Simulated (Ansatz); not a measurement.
# K3Sr: the cost of one run

All numbers are computed with Ansatz 0.2.0 through its Python package. The levels of theory stand in the script.

## (1) The system

The structure is cubic, space group Fm-3m (No. 225). The conventional cell has a = 10.332 Å, b = 10.332 Å, c = 10.332 Å, α = 90.00°, β = 90.00°, γ = 90.00°. Around K (site symmetry -43m) lie 4 K at 4.47 Å and 4 Sr at 4.47 Å. K (site symmetry m-3m) has 8 K at 4.47 Å in its first shell of neighbours. Sr (site symmetry m-3m) is surrounded by 8 K at 4.47 Å.

The script holds or builds the structure itself.

## (2) The script

lattice.py reads:

```python
"""Relaxed cell of K3Sr under several functionals."""

import logging
import sys
import warnings

import ansatz as az
import numpy as np
from pymatgen.core import Lattice, Structure
from pymatgen.io.ase import AseAtomsAdaptor

logging.basicConfig(stream=sys.stdout, format="[%(levelname)s] %(message)s")
log = logging.getLogger("run")
log.setLevel(logging.INFO)

SETTINGS = {
    "smearing": "Marzari-Vanderbilt",
    "width_ev": 0.1,
    "force_tol": 0.01,
}

def edges_and_angles(cell):
    cell = np.asarray(cell)
    a, b, c = np.linalg.norm(cell, axis=1)
    cosines = cell[1] @ cell[2] / (b * c), cell[0] @ cell[2] / (a * c), cell[0] @ cell[1] / (a * b)
    return (a, b, c, *np.degrees(np.arccos(cosines)))

warnings.simplefilter("ignore", az.DeckWarning)

pmg_structure = Structure(
    Lattice([(0.0, 5.165856, 5.165856), (5.165856, 0.0, 5.165856), (5.165856, 5.165856, 0.0)]),
    ["K", "K", "K", "Sr"],
    [
        (0.25, 0.25, 0.25),
        (0.75, 0.75, 0.75),
        (0.5, 0.5, 0.5),
        (0.0, 0.0, 0.0),
    ],
)
xtal = az.Crystal.from_ase(AseAtomsAdaptor.get_atoms(pmg_structure))

setup = (
    xtal.calculation()
    .kpoints(4)  # the mesh must be finer for metals
    .occupations(SETTINGS["smearing"], width=SETTINGS["width_ev"])
    .relax(cell=True, force_tolerance=SETTINGS["force_tol"], max_steps=100)
)

levels = [("pbesol", "d3bj"), ("lda", "none"), ("pbesol", "none")]
log.info("level            a       b       c    alpha   beta  gamma  V/atom  steps")
for name, dispersion in levels:
    seen = []
    run = setup.functional(name, dispersion=dispersion).session().plan()
    res = run.execute(on_event=lambda e: seen.append(e) if e["event"] == "relax_step" else None)
    cell = res.lattice.cell_ang
    label = name if dispersion == "none" else f"{name}+{dispersion}"
    print("{:13s} {:7.4f} {:7.4f} {:7.4f} {:6.2f} {:6.2f} {:6.2f}".format(label, *edges_and_angles(cell)), f"{abs(np.linalg.det(cell)) / len(res.lattice.sites):7.3f} {len(seen):5d}")
```

## (3) The input behind the calls

The package turns the script's settings into the engine's input (first run):

```yaml
crystal:
  lattice:
    - [0.0, 5.165856, 5.165856]
    - [5.165856, 0.0, 5.165856]
    - [5.165856, 5.165856, 0.0]
  atoms:
    - { symbol: K, position: [0.25, 0.25, 0.25] }
    - { symbol: K, position: [0.75, 0.75, 0.75] }
    - { symbol: K, position: [0.5, 0.5, 0.5] }
    - { symbol: Sr, position: [0.0, 0.0, 0.0] }
kpoints:
  mp_grid:
    grid: [4, 4, 4]
hamiltonian:
  xc: pbesol
  dispersion: d3bj
scf:
  occupations:
    method: cold
    width: 0.1
relax:
  f_tol: 0.01
  max_steps: 100
  cell: {}
```

## (4) The run

On the command line:

```console
$ python lattice.py
```

What time and memory should one allow on 1 thread of Arm Neoverse V2, shared host?

About 26 s, with a peak of 0.59 GiB.
